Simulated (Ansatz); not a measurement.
A nudged elastic band was laid between two geometries of a periodic cell of 21 atoms, H$_{2}$C$_{18}$O (surface graphene monolayer, adsorbate H2O).

These are results of DFT PBEsol, scalar-relativistic, plane waves, PAW (Ansatz 0.2.0), not measurements. Settings: cutoff 420 eV, k mesh 2x2x1, gaussian smearing 0.05 eV, no spin polarisation.

```json
{
  "movable images": "5",
  "climbing image": "yes",
  "spring": "1.0 eV/Å²",
  "optimiser": "quadratic models (default)",
  "start path": "IDPP",
  "force threshold": "0.05 eV/Å",
  "iteration limit": "18",
  "end points": "relaxed"
}
```

Image 0:

```xyz
21
Lattice="7.3980 0.0000 0.0000 -3.6990 6.4069 0.0000 0.0000 0.0000 12.0000" Properties=species:S:1:pos:R:3
C -0.031 -0.013 0.772
C 1.215 0.707 0.772
C -1.252 2.131 0.774
C -0.031 2.837 0.773
C -2.484 4.254 0.772
C -1.252 4.964 0.771
C 2.446 -0.004 0.772
C 3.667 0.701 0.772
C 1.216 2.117 0.772
C 2.446 2.828 0.772
C -0.031 4.259 0.772
C 1.215 4.978 0.772
C 4.914 -0.019 0.772
C 6.146 0.692 0.773
C 3.666 2.122 0.772
C 4.914 2.842 0.774
C 2.446 4.267 0.772
C 3.667 4.973 0.772
O 4.953 3.367 4.134
H 5.725 2.962 4.563
H 5.101 3.211 3.184
```

Image 6:

```xyz
21
Lattice="7.3980 0.0000 0.0000 -3.6990 6.4069 0.0000 0.0000 0.0000 12.0000" Properties=species:S:1:pos:R:3
C -0.018 -0.019 0.772
C 1.214 0.692 0.773
C -1.266 2.122 0.772
C -0.018 2.842 0.774
C -2.486 4.267 0.772
C -1.265 4.973 0.772
C 2.435 -0.013 0.772
C 3.681 0.707 0.772
C 1.214 2.131 0.774
C 2.435 2.837 0.773
C -0.018 4.254 0.772
C 1.214 4.964 0.771
C 4.912 -0.004 0.772
C 6.133 0.701 0.772
C 3.682 2.117 0.772
C 4.912 2.828 0.772
C 2.435 4.259 0.772
C 3.681 4.978 0.772
O 7.419 3.367 4.134
H 8.191 2.962 4.563
H 7.567 3.211 3.184
```

Question: What changes between the two ends?

Answer: The atom that moves furthest is H20, by 2.47 Å.

Question: Give the energies along the band, and the barrier.

Answer: The forces met the threshold. The highest image is number 4 of 0 to 6, 0.001 eV above the ends, which have the same energy within 2 meV. The top lies less than 8 meV above the higher end, about what the thresholds resolve: that end is a shoulder or a very shallow well. The order of the stationary point at the top wasn't checked. Limits of this set-up: slab without dipole correction, no dispersion correction for a molecule that may bind weakly.

```tsv
image	path coordinate (Å)	energy (eV)
0	0.00	0.000
1	0.74	-0.001
2	1.48	-0.001
3	2.22	0.001
4	2.96	0.001
5	3.59	0.000
6	4.22	0.000
```

Question: What is the geometry of the highest image?

Answer: 
```xyz
21
Lattice="7.3980 0.0000 0.0000 -3.6990 6.4069 0.0000 0.0000 0.0000 12.0000" Properties=species:S:1:pos:R:3:forces:R:3
C -0.035 -0.015 0.769 -0.01 0.00 0.00
C 1.206 0.701 0.769 0.00 0.01 0.00
C -1.276 2.133 0.767 0.01 0.01 0.00
C -0.035 2.849 0.771 -0.01 0.00 0.00
C -2.493 4.269 0.767 0.00 -0.01 0.00
C -1.276 4.973 0.769 0.01 -0.01 0.00
C 2.424 -0.002 0.769 0.01 0.01 0.00
C 3.664 0.714 0.769 -0.01 0.00 0.00
C 1.207 2.132 0.770 0.00 -0.01 0.00
C 2.425 2.836 0.769 0.01 -0.01 0.00
C -0.035 4.257 0.771 -0.01 0.00 0.00
C 1.207 4.973 0.770 0.00 0.01 0.00
C 4.905 -0.002 0.769 0.00 -0.01 0.00
C 6.123 0.700 0.768 0.01 -0.01 0.00
C 3.664 2.120 0.768 -0.01 0.00 0.00
C 4.905 2.837 0.767 0.00 0.01 0.00
C 2.425 4.269 0.769 0.01 0.01 0.00
C 3.664 4.985 0.768 -0.01 0.00 0.00
O 6.587 3.154 4.083 0.05 0.00 -0.01
H 7.361 3.104 4.668 -0.02 0.00 0.00
H 6.973 3.190 3.189 -0.02 0.00 0.00
```

Run time: 4.2 min on 1 thread of Intel(R) Xeon(R) Platinum 8488C (Sapphire Rapids) (shared host), peak memory 1 GiB.
